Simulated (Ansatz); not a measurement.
# MoPbO3, space group Pm-3m: a comparison of functionals at one structure

Program: Ansatz's Python interface.

Input file `mopbo3.xyz`:
```text
5
Lattice="4.107546 0.0 0.0 0.0 4.107546 0.0 0.0 0.0 4.107546" Properties=species:S:1:pos:R:3 pbc="T T T"
Mo    2.05377300    2.05377300    2.05377300
Pb    0.00000000    0.00000000    0.00000000
O     2.05377300    2.05377300    0.00000000
O     2.05377300    0.00000000    2.05377300
O     0.00000000    2.05377300    2.05377300
```

Run as a notebook:

```python
import csv

import ansatz
```

```python
cell = ansatz.Crystal.from_extxyz("mopbo3.xyz")
```

```python
len(cell.resolved().sites)
```

    5

```python
setup = cell.calculation()
setup = setup.basis(37 * ansatz.Ry)
setup = setup.kpoints(6)
setup = setup.occupations("fermi_dirac", width=0.15)
setup = setup.stress()
```

```python
rows = []
for value in ["pbesol", "blyp", "r2scan"]:
    summary = setup.functional(value).run(threads=1).report
    rows.append((value, summary["free_energy_ev"] / len(summary["lattice"]["sites"]), summary["n_iterations"], sum(summary["stress_gpa"][i][i] for i in range(3)) / 3, summary["n_kpoints"]))

with open("xc.csv", "w", newline="") as handle:
    writer = csv.writer(handle)
    writer.writerow(["functional", "F/atom (eV)", "iterations", "P (GPa)", "k-points"])
    writer.writerows([round(v, 5) if isinstance(v, float) else v for v in row] for row in rows)
print(open("xc.csv").read())
```

    functional,F/atom (eV),iterations,P (GPa),k-points
    pbesol,-3667.00921,7,-16.10717,20
    blyp,-3722.50525,7,-4.01367,20
    r2scan,-3718.92433,7,-13.86288,20

From lowest to highest: PBEsol (-16.1 GPa), r2SCAN (-13.9 GPa) and BLYP (-4.0 GPa). At a fixed cell a lower pressure usually means a smaller equilibrium volume, so PBEsol prefers the smallest cell and BLYP the largest.

Spin is left out of this run. BLYP can be off by several per cent in the lattices of metals, and by several GPa in the pressure at a fixed cell. For a metal this k-point mesh is coarse: on a finer one energies can move by several to tens of meV an atom and pressures by half a GPa or more, differences at one mesh by less. A Fermi-Dirac width this large means warm electrons, whose thermal share enters the free energy. Pressure is positive in compression. Spin-orbit coupling, which matters for elements this heavy, is left out. This cell is a computed structure, which may not be the phase found in nature. Total energies of different functionals can't be compared; pressures, moments and gaps at this one structure can. Run time: 12 s on 1 thread of Arm Neoverse V1, with other jobs on the host, peak memory 0.58 GiB.
